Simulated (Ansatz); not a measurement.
**TiSn in Ansatz: the effect of functional**

Crystal: TiSn.

```
Ti Sn
1.0
     0.00000    2.80055    2.80055
     2.80055    0.00000    2.80055
     2.80055    2.80055    0.00000
Ti Sn
1 1
Direct
  0.00000 0.00000 0.00000
  0.50000 0.50000 0.50000
```

The cell was built by a generator and needn't be a form met in nature.

Alike in all runs:

* Program: Ansatz 0.2.0
* Task: band structure
* Potentials or basis: Ansatz PAW
* k mesh: 5 × 5 × 5
* Occupations: fermi-dirac, width 0.05 eV
* Spin: no spin polarisation

```csv
functional,cutoff,pressure (GPa)
LDA,420 eV (not typed: the program's choice for these potentials),?
PBE,420 eV (not typed: the program's choice for these potentials),0.0
PBEsol,420 eV (not typed: the program's choice for these potentials),-3.7
RPBE,420 eV (not typed: the program's choice for these potentials),2.3
revPBE,420 eV (not typed: the program's choice for these potentials),1.6
BLYP,420 eV (not typed: the program's choice for these potentials),4.0
r2SCAN,500 eV (not typed: the program's choice for these potentials),-0.9
```

Problem. What does the run with functional LDA give?

Solution. Pressure -6.4 GPa.

Caveats: all runs use coarse meshes; the PAW data sets come from PBE, with cores solved anew for the run's functional, which leaves a small shift of forces and pressure (some runs).
